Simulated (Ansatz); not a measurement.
# C₅H₂AlF₇O₃: small, medium and large basis sets

An exercise on one series of results from a longer session: the logs are not shown, and one member is left open.

The runs use Ansatz 0.2.0, Gaussian basis; one geometry, several basis sets.

The runs, in order: PBE0-D4/def2-SVP; ωB97M-V/def2-SVP; PBE0-D4/def2-QZVPP; ωB97M-V/def2-QZVPP; the functionals' def2-TZVPP values are taken from earlier runs.

## The relaxed structure

The geometry comes from an earlier relaxation with PBE0-D4 in a triple-zeta def2 set; it is a stationary point, not always the lowest conformer.

18 atoms, charge 0, spin multiplicity 1.

Atoms are counted from 1 here; the program's logs count them from 0.

Bond lengths: O1–Al2 1.684 Å, O1–H17 0.954 Å, Al2–F3 1.648 Å, Al2–O4 1.826 Å, Al2–O16 1.826 Å, O4–C5 1.259 Å, C5–C6 1.535 Å, C5–C10 1.388 Å, C6–F7 1.331 Å, C6–F8 1.328 Å, C6–F9 1.328 Å, C10–C11 1.388 Å, C10–H18 1.077 Å, C11–C12 1.535 Å, C11–O16 1.259 Å, C12–F13 1.331 Å, C12–F14 1.328 Å, C12–F15 1.328 Å. Angles: Al2–O1–H17 125.2°, O1–Al2–F3 123.0°, O1–Al2–O4 109.5°, O1–Al2–O16 109.5°, F3–Al2–O4 108.5°, F3–Al2–O16 108.5°, O4–Al2–O16 94.0°, Al2–O4–C5 126.8°, O4–C5–C6 113.7°, O4–C5–C10 126.4°, C6–C5–C10 119.9°, C5–C6–F7 111.8°, C5–C6–F8 109.7°, C5–C6–F9 109.7°, F7–C6–F8 108.4°, F7–C6–F9 108.4°, F8–C6–F9 108.7°, C5–C10–C11 119.6° and more.

The first run:

in.yaml reads:

```yaml
crystal:
  periodic: [false, false, false]
  atoms:
    - {symbol: O, position_ang: [1.505547, -0.075074, 2.917605]}
    - {symbol: Al, position_ang: [0.064650, -0.443055, 2.126844]}
    - {symbol: F, position_ang: [-1.236681, -1.102242, 2.893077]}
    - {symbol: O, position_ang: [-0.498553, 1.012017, 1.177816]}
    - {symbol: C, position_ang: [-0.525597, 1.130206, -0.075756]}
    - {symbol: C, position_ang: [-1.034818, 2.496416, -0.555038]}
    - {symbol: F, position_ang: [-1.052593, 2.578744, -1.883148]}
    - {symbol: F, position_ang: [-2.268324, 2.698012, -0.105876]}
    - {symbol: F, position_ang: [-0.248123, 3.458031, -0.085797]}
    - {symbol: C, position_ang: [-0.150192, 0.166749, -1.002112]}
    - {symbol: C, position_ang: [0.302519, -1.069430, -0.561336]}
    - {symbol: C, position_ang: [0.711072, -2.143036, -1.579208]}
    - {symbol: F, position_ang: [0.569730, -1.715601, -2.831525]}
    - {symbol: F, position_ang: [-0.043401, -3.224117, -1.417488]}
    - {symbol: F, position_ang: [1.982174, -2.478701, -1.391609]}
    - {symbol: O, position_ang: [0.423401, -1.436876, 0.637195]}
    - {symbol: H, position_ang: [1.675314, -0.216332, 3.845284]}
    - {symbol: H, position_ang: [-0.213724, 0.375689, -2.056930]}
basis:
  gaussian: {orbitals: def2-SVP}
hamiltonian: {xc: pbe0, dispersion: d4}
output: {orbitals: {seedname: orbitals}}
```

Started as:

```bash
> ansatz run in.yaml --threads 11 --pin off --events-out ev --progress --plain --max-ram 110592MiB --backend cpu
```

Steps of the session up to this table: PBE0-D4 in def2-SVP; ωB97M-V in def2-SVP; PBE0-D4 in def2-QZVPP; ωB97M-V in def2-QZVPP.

One table of the session follows, with a row left open; its other results are not shown here.

It belongs to the step «Density functionals: the series». 

```
functional       basis  HOMO (eV)  LUMO (eV)
   PBE0-D4    def2-SVP      -8.88      -3.63
   PBE0-D4  def2-TZVPP      -8.97      -3.71
   PBE0-D4  def2-QZVPP          ?          ?
   ωB97M-V    def2-SVP     -11.03      -1.45
   ωB97M-V  def2-TZVPP     -11.09      -1.57
   ωB97M-V  def2-QZVPP     -11.13      -1.63
```

**Question.** Estimate the row for PBE0-D4, def2-QZVPP.

As computed: HOMO (eV): -9.01; LUMO (eV): -3.75. In the column «HOMO (eV)» it lies between ωB97M-V, def2-SVP (-11.03) and PBE0-D4, def2-TZVPP (-8.97).
